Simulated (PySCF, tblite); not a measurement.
# C7H14BNO: geometry, infrared bands and NMR shifts

What infrared bands and NMR shifts should C7H14BNO (`CC(=O)NB1CCCCC1`) show?

The runs use tblite 0.8.0 and PySCF 2.14.0, with density-fitted response routines of our own; the level of theory stands in each step. All values are computed, except where a source is named. Atoms are numbered from 0 throughout.

### 1 The starting structure

24 atoms, charge 0, multiplicity 1; geometry from: force field or distance geometry start.

Bonds of the start (Å): C0–C1 1.51, C1–O2 1.26, C1–N3 1.43, N3–B4 1.54, B4–C5 1.61, C5–C6 1.53, C6–C7 1.53, C7–C8 1.53, C8–C9 1.53, C9–B4 1.60, C0–H10 1.11, C0–H11 1.10, C0–H12 1.10, N3–H13 1.04, C5–H14 1.10, C5–H15 1.10, C6–H16 1.12, C6–H17 1.12, C7–H18 1.11, C7–H19 1.11, C8–H20 1.12, C8–H21 1.11, C9–H22 1.11, C9–H23 1.10.

### 2 Geometry optimisation with GFN2-xTB

The job: settings as JSON, then the geometry in Å.

```
{"job": {"kind": "relax", "xc": "GFN2-xTB", "basis": "xTB"}, "charge": 0, "multiplicity": 1}
C      4.104800    -0.092900     0.007500
C      2.664100    -0.380700    -0.330900
O      2.410300    -1.364200    -1.069200
N      1.633600     0.496800     0.145400
B      0.124200     0.226300     0.062300
C     -0.472400    -1.124700    -0.578600
C     -1.925700    -1.351300    -0.159500
C     -2.791900    -0.101100    -0.351000
C     -2.285600     1.052500     0.513100
C     -0.872200     1.479700     0.131600
H      4.176800     0.235800     1.064200
H      4.718700    -0.999500    -0.131700
H      4.463800     0.719100    -0.645100
H      1.926100     1.387700     0.598400
H      0.128200    -1.984000    -0.230300
H     -0.405900    -1.056500    -1.670700
H     -1.960100    -1.659200     0.916200
H     -2.347500    -2.195000    -0.757000
H     -2.798600     0.193800    -1.421300
H     -3.838800    -0.342700    -0.058500
H     -2.974900     1.931700     0.393200
H     -2.316100     0.762300     1.585600
H     -0.877300     1.981600    -0.855500
H     -0.495300     2.204100     0.872200
```

Command:

```
> OMP_NUM_THREADS=1 python probes_run.py task.json out
```

The driver reads the jobs from task.json and runs them one after another.

**Question.** This job is followed by: GFN2-xTB harmonic vibrations, gas phase; GIAO PBE0/pcSseg-1 NMR shielding, non-relativistic, gas phase. Predict these results of the whole session: strongest single infrared mode (GFN2-xTB); zero-point energy (GFN2-xTB); ¹³C shifts against TMS (PBE0/pcSseg-1, means over atoms taken as alike); ¹H shifts against TMS (PBE0/pcSseg-1, means over atoms taken as alike); ¹⁷O shifts against H2O (PBE0/pcSseg-1); ¹⁵N shifts against NH3 (PBE0/pcSseg-1); ¹¹B shifts against BF3·OEt2 (PBE0/pcSseg-1).

As calculated:

| quantity | value |
| --- | --- |
| strongest single infrared mode (GFN2-xTB) | 1384 cm⁻¹, 709 km/mol |
| zero-point energy (GFN2-xTB) | 129.4 kcal/mol |
| ¹³C shifts against TMS (PBE0/pcSseg-1, means over atoms taken as alike) | 175.7, 31.6, 28.9, 27.7, 22.1 ppm |
| ¹H shifts against TMS (PBE0/pcSseg-1, means over atoms taken as alike) | 6.36, 2.03, 1.64, 1.50, 1.32 ppm |
| ¹⁷O shifts against H2O (PBE0/pcSseg-1) | 504.9 ppm |
| ¹⁵N shifts against NH3 (PBE0/pcSseg-1) | 180.9 ppm |
| ¹¹B shifts against BF3·OEt2 (PBE0/pcSseg-1) | 52.2 ppm |

**Reading.** Relaxing lowered the energy by 0.669 eV in 75 steps; the close pair that moved most is N3–B4, from 1.536 to 1.424 Å. No mode is imaginary among the 66: a minimum at this level. The strongest single mode, at 1384 cm⁻¹, moves mainly H13 and N3. Unscaled tight-binding wavenumbers are off by several per cent, some by more. Its intensities can rank the bands wrongly. At PBE0/pcSseg-1: The largest span, 871 ppm, is at O2, where the paramagnetic term is -572 ppm.
